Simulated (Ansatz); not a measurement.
# CHClGeNO radical: small, medium and large basis sets

How large a basis does CHClGeNO radical need? Two functionals are run in growing sets.

The runs use Ansatz 0.2.0, Gaussian basis; one geometry, several basis sets.

The runs, in order: PBE0-D4/def2-SVP; ωB97M-V/def2-SVP; PBE0-D4/def2-QZVPP; ωB97M-V/def2-QZVPP; the functionals' def2-TZVPP values are taken from earlier runs.

## (1) The geometry

The geometry comes from an earlier relaxation with PBE0-D4 in a triple-zeta def2 set; it is a stationary point.

SMILES `O=C=[N][GeH][Cl]`, 6 atoms, charge 0, spin multiplicity 2.

Atoms are counted from 1 here; the program's logs count them from 0.

Bond lengths: O1–C2 1.162 Å, C2–N3 1.206 Å, N3–Ge4 1.830 Å, Ge4–Cl5 2.157 Å, Ge4–H6 1.549 Å. Angles: O1–C2–N3 176.3°, C2–N3–Ge4 138.6°, N3–Ge4–Cl5 107.6°, N3–Ge4–H6 105.4°, Cl5–Ge4–H6 108.2°.

## (2) PBE0-D4 in def2-SVP

The input, in.yaml:

```yaml
crystal:
  periodic: [false, false, false]
  atoms:
    - {symbol: O, position_ang: [0.024123, -1.617134, -2.245077]}
    - {symbol: C, position_ang: [-0.242854, -1.020038, -1.284666]}
    - {symbol: N, position_ang: [-0.575178, -0.454349, -0.273027]}
    - {symbol: Ge, position_ang: [-0.153278, 1.067338, 0.651122]}
    - {symbol: Cl, position_ang: [1.946869, 0.976194, 1.132783]}
    - {symbol: H, position_ang: [-0.957683, 0.983889, 1.972665]}
basis:
  gaussian: {orbitals: def2-SVP}
magnetization: {spin_polarized: true, initial_magnetization: 1}
hamiltonian: {xc: pbe0, dispersion: d4}
output: {orbitals: {seedname: orbitals}}
```

Further steps of the session: ωB97M-V in def2-SVP; PBE0-D4 in def2-QZVPP; ωB97M-V in def2-QZVPP.

**Question.** What will the summary of the whole plan be? Wanted: PBE0-D4: double and triple zeta above quadruple; ωB97M-V: double and triple zeta above quadruple.

The runs gave:

| quantity | value |
| --- | --- |
| PBE0-D4: double and triple zeta above quadruple | 18.62, 1.83 eV |
| ωB97M-V: double and triple zeta above quadruple | 18.61, 1.76 eV |

What this shows: For PBE0-D4 the step from double to triple zeta gains 16.80 eV and the next only 1.83 eV. Total energies overstate the basis error of differences, where much of it tends to cancel.
